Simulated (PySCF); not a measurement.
**From one method to the next for CdI⁻**

What do other methods print for CdI⁻?

Method: each script names its method and basis; program: PySCF 2.14.0.

8 further runs of the same task are left out: 8 that didn't finish.

**1. Where the work starts**

CdI⁻: 2 atoms, charge -1, spin multiplicity 1.

Bond lengths: Cd1–I2 2.744 Å.

**2. The base run**

File input.py:

```python
from pyscf import gto, dft

mol = gto.M(
    atom='Cd 0 0 0; I 0 0 2.744',
    basis='sbkjc',
    ecp={'Cd': 'sbkjc', 'I': 'sbkjc'},
    charge=-1,
    spin=0,
    symmetry=True,
    verbose=4,
)
mf = dft.RKS(mol, xc='pw91')
mf.kernel()
mf.dip_moment()
print('orbital energies (hartree):', mf.mo_energy[..., max(0, mol.nelec[1]-3):mol.nelec[0]+3].round(4))
```

On the command line:

```
$ python input.py
```

Its log is not repeated here.

In short: E(SCF) = -178.501786 Eh, 12 cycles.

The bond length is a typed value, not an optimised one. The dipole of an ion depends on the origin.

**3. Population analysis**

Variant 1 changes step after the SCF: none → analyze.

File input.py:

```python
from pyscf import gto, dft

mol = gto.M(
    atom='Cd 0 0 0; I 0 0 2.744',
    basis='sbkjc',
    ecp={'Cd': 'sbkjc', 'I': 'sbkjc'},
    charge=-1,
    spin=0,
    symmetry=True,
    verbose=4,
)
mf = dft.RKS(mol, xc='pw91')
mf.kernel()
mf.mulliken_pop()
mf.dip_moment()
print('orbital energies (hartree):', mf.mo_energy[..., max(0, mol.nelec[1]-3):mol.nelec[0]+3].round(4))
```

On the command line:

```
$ python input.py
```

**4. Olyp**

Variant 2 changes functional: pw91 → olyp.

input.py: that of step 2 with these lines changed.

```diff
@@ -11,3 +11,3 @@
 )
-mf = dft.RKS(mol, xc='pw91')
+mf = dft.RKS(mol, xc='olyp')
 mf.kernel()
```

**5. B3lyp**

Variant 3 changes functional: pw91 → b3lyp.

input.py: that of step 2 with these lines changed.

```diff
@@ -11,3 +11,3 @@
 )
-mf = dft.RKS(mol, xc='pw91')
+mf = dft.RKS(mol, xc='b3lyp')
 mf.kernel()
```

**6. Hcth407**

Variant 4 changes functional: pw91 → hcth407.

input.py: that of step 2 with these lines changed.

```diff
@@ -11,3 +11,3 @@
 )
-mf = dft.RKS(mol, xc='pw91')
+mf = dft.RKS(mol, xc='hcth407')
 mf.kernel()
```

Q: Predict the outcome of this session. Wanted: for each run, E(SCF); from base; gap.

The runs gave:

| run | E(SCF) (hartree) | from base (eV) | cycles | gap (eV) |
| --- | --- | --- | --- | --- |
| base | -178.501786 | 0 | 12 | 2.92 |
| population analysis | -178.501786 | 0.0000 | 12 | 2.92 |
| olyp | -178.594415 | not comparable | 12 | 2.95 |
| b3lyp | -178.473277 | not comparable | 11 | 3.89 |
| hcth407 | -179.017743 | not comparable | 12 | 2.90 |

The highest filled level of this anion is positive: the basis lacks diffuse functions or the electron is not bound, so these numbers hang on the basis. The gap between the frontier levels is 2.9 eV with hcth407 (0 % exact exchange) and 3.9 eV with b3lyp (20 %): exact exchange opens it. A lower total energy from another functional means nothing by itself.
